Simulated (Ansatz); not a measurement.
# CH9NSiSn: the cost of one run

Computed with Ansatz 0.2.0, Gaussian basis. Level: functionals in def2-TZVPP, the program's frozen cores in correlated methods.

Plan: PBE-D4, r2SCAN-D4, PBE0-D4, B3LYP-D4, ωB97X-V, ωB97M-V, B2PLYP; CCSD(T)/def2-TZVPP; MP2/def2-QZVPP; extrapolation to the limit.

### 1 The relaxed structure

The geometry comes from an earlier relaxation with PBE0-D4 in a triple-zeta def2 set; it is a stationary point, not always the lowest conformer. Sn takes the def2 core potential; no spin-orbit term is included.

SMILES `[NH2][SnH2][CH2][SiH3]`, 13 atoms, charge 0, spin multiplicity 1.

Atoms are counted from 1 here; the program's logs count them from 0.

Bond lengths: N1–Sn2 2.032 Å, N1–H5 1.012 Å, N1–H6 1.012 Å, Sn2–C3 2.160 Å, Sn2–H7 1.707 Å, Sn2–H8 1.707 Å, C3–Si4 1.863 Å, C3–H9 1.093 Å, C3–H10 1.093 Å, Si4–H11 1.489 Å, Si4–H12 1.490 Å, Si4–H13 1.489 Å. Angles: Sn2–N1–H5 113.8°, Sn2–N1–H6 113.8°, H5–N1–H6 107.4°, N1–Sn2–C3 112.7°, N1–Sn2–H7 105.7°, N1–Sn2–H8 105.7°, C3–Sn2–H7 110.0°, C3–Sn2–H8 110.1°, H7–Sn2–H8 112.6°, Sn2–C3–Si4 112.6°, Sn2–C3–H9 108.1°, Sn2–C3–H10 107.9°, Si4–C3–H9 110.2°, Si4–C3–H10 110.2°, H9–C3–H10 107.7°, C3–Si4–H11 110.5°, C3–Si4–H12 112.0°, C3–Si4–H13 110.5° and more.

### 2 PBE-D4 (GGA)

in.yaml

```yaml
crystal:
  periodic: [false, false, false]
  atoms:
    - {symbol: N, position_ang: [-1.901118, 1.148807, -0.121971]}
    - {symbol: Sn, position_ang: [-1.292866, -0.755250, -0.485162]}
    - {symbol: C, position_ang: [0.815983, -1.040837, -0.118179]}
    - {symbol: Si, position_ang: [1.645586, 0.500033, 0.519507]}
    - {symbol: H, position_ang: [-1.772964, 1.442173, 0.838081]}
    - {symbol: H, position_ang: [-1.453997, 1.839436, -0.711273]}
    - {symbol: H, position_ang: [-2.206461, -1.740946, 0.567891]}
    - {symbol: H, position_ang: [-1.647157, -1.046998, -2.129741]}
    - {symbol: H, position_ang: [1.282294, -1.361559, -1.053328]}
    - {symbol: H, position_ang: [0.924975, -1.854660, 0.603446]}
    - {symbol: H, position_ang: [1.007950, 0.947025, 1.788818]}
    - {symbol: H, position_ang: [3.094838, 0.282625, 0.786992]}
    - {symbol: H, position_ang: [1.523237, 1.605452, -0.470281]}
basis:
  gaussian: {orbitals: def2-TZVPP}
hamiltonian: {xc: pbe, dispersion: d4}
output: {forces: true, orbitals: {seedname: orbitals}}
```

Started as:

```bash
$ ansatz run in.yaml --threads 4 --pin off --events-out ev --progress --plain --max-ram 10444MiB
```

**Question.** How long does this run take on 4 threads of Arm Neoverse V2, shared host, and how much memory does it need?

About 3.3 s, with a peak of 0.4 GiB.
